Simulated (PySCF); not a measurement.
# CuC: from the state search to spectroscopic constants

The task here is to estimate one member of a computed series from the others.

Method: Cu def2-TZVPP, C def2-TZVPP, no relativity; program: PySCF 2.14.0.

The first run:

Settings of the job:

```
atoms                         : Cu, C
charge                        : 0
basis                         : Cu def2-TZVPP, C def2-TZVPP
Hamiltonian                   : no relativity
basis functions               : 95
electrons treated             : 35
masses in u                   : 62.9296, 12.0000
levels                        : PBE0, PBE, r²SCAN, M06, TPSSh, r²SCANh, revPBE, ωB97X-V, HF, MP2, SCS-MP2
grid                          : 80 radial by 434 angular points
occupations                   : held fixed by the projection of orbital angular momentum
dissociation limit            : Cu + C, each in its ground configuration
starting distance in angstrom : 1.845
values of 2S to try           : 1, 3, 5
```

Started as:

```sh
OMP_NUM_THREADS=1 python dia.py task.json out
```

Among the steps run: Set-up; First curve: PBE0; Other states along the same grid; PBE; r²SCAN (meta-GGA); M06 (hybrid meta-GGA); TPSSh; r²SCANh (hybrid meta-GGA); revPBE; ωB97X-V (range-separated hybrid); UHF (mean field).

One of the session's tables, all rows but one given; the rest of the session is left out.

Energy (eV) from each level's lowest point:

| R (Å) | UHF | UHF-MP2 | UHF-SCS-MP2 | PBE | revPBE |
| --- | --- | --- | --- | --- | --- |
| 1.561 | 1.441 | 0.549 | 0.678 | 0.514 | 0.566 |
| 1.633 | 0.858 | 0.216 | 0.305 | 0.192 | 0.225 |
| 1.706 | 0.463 | 0.048 | 0.099 | 0.038 | 0.052 |
| 1.760 | 0.263 | 0.000 | 0.024 | 0.000 | 0.002 |
| 1.815 | 0.128 | 0.001 | 0.000 | 0.010 | 0.000 |
| 1.869 | 0.046 | 0.038 | 0.015 | 0.056 | 0.034 |
| 1.942 | ? | ? | ? | ? | ? |
| 2.033 | 0.019 | 0.285 | 0.209 | 0.318 | 0.266 |
| 2.142 | 0.117 | 0.509 | 0.406 | 0.540 | 0.470 |
| 2.287 | 0.319 | 0.828 | 0.699 | 0.842 | 0.752 |

Q: Estimate the row for R (Å) = 1.942 from the others.

Worked estimate for «UHF». A straight line through the neighbours (1.869, 0.046) and (2.033, 0.019) gives 0.046 + (0.019 − 0.046) × (1.942 − 1.869) / (2.033 − 1.869) = 0.034; a parabola fitted to 4 rows on both sides gives 0.007.

The run gave: UHF: 0.000; UHF-MP2: 0.128; UHF-SCS-MP2: 0.079; PBE: 0.155; revPBE: 0.120. In «UHF» the line misses by +0.034 and the parabola by +0.007.

To keep in mind: Lowest PBE0 solution found, without spin–orbit coupling: ⁴Σ⁻ (quartet), unpaired electrons σ ↑, π ↑↑. The state is the lowest single determinant that the PBE0 search found; with open d or f shells the true ground state can be another one. Warnings in the runs' records: inverted.
